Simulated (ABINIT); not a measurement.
AlFe3B: equation of state with PBEsol

Crystal: AlFe3B.

```
Fe Al B
1.0
     3.82232    0.00000    0.00000
     0.00000    3.82232    0.00000
     0.00000    0.00000    3.82232
Fe Al B
3 1 1
Cartesian
  0.0000 0.0000 1.9112
  0.0000 1.9112 0.0000
  1.9112 0.0000 0.0000
  1.9112 1.9112 1.9112
  0.0000 0.0000 0.0000
```

The cell comes from a database or a generator and needn't be the stable form of this composition.

| Property | Result |
| --- | --- |
| Program | ABINIT 10.8.3 (patched build) |
| Task | equation of state |
| Functional | PBEsol |
| Potentials or basis | JTH PAW PBE v2.0 |
| Cutoff | 707 eV |
| k mesh | 7 × 7 × 7 |
| Occupations | fermi-dirac, width 0.05 eV |
| Spin | collinear spin, ferromagnetic start |
| Starting moments | [3.0, 3.0, 3.0, 0.0, 0.0] μB |
| Fine-grid cutoff | 1306.15 eV |

- Equilibrium volume: 10.73 Å³/atom
- Bulk modulus: 212 GPa
- Pressure derivative of the bulk modulus: 4.6

Energy against volume, from the lowest point:
```tsv
volume (Å³/atom)	energy (meV/atom)
10.499	3.44
10.722	0.00
10.946	2.69
11.169	10.93
11.392	24.04
11.616	41.54
11.839	62.87
```

Wall time 10 min on 4 MPI ranks on Intel(R) Xeon(R) Platinum 8259CL CPU @ 2.50GHz (Skylake/Cascade Lake), on a shared host, peak memory 0.8 GiB a rank.

Caveat: pressures at fixed basis lie under the slope of the energies; the PAW data sets were made with another functional, which shifts forces and pressure a little; the atomic spheres overlap.
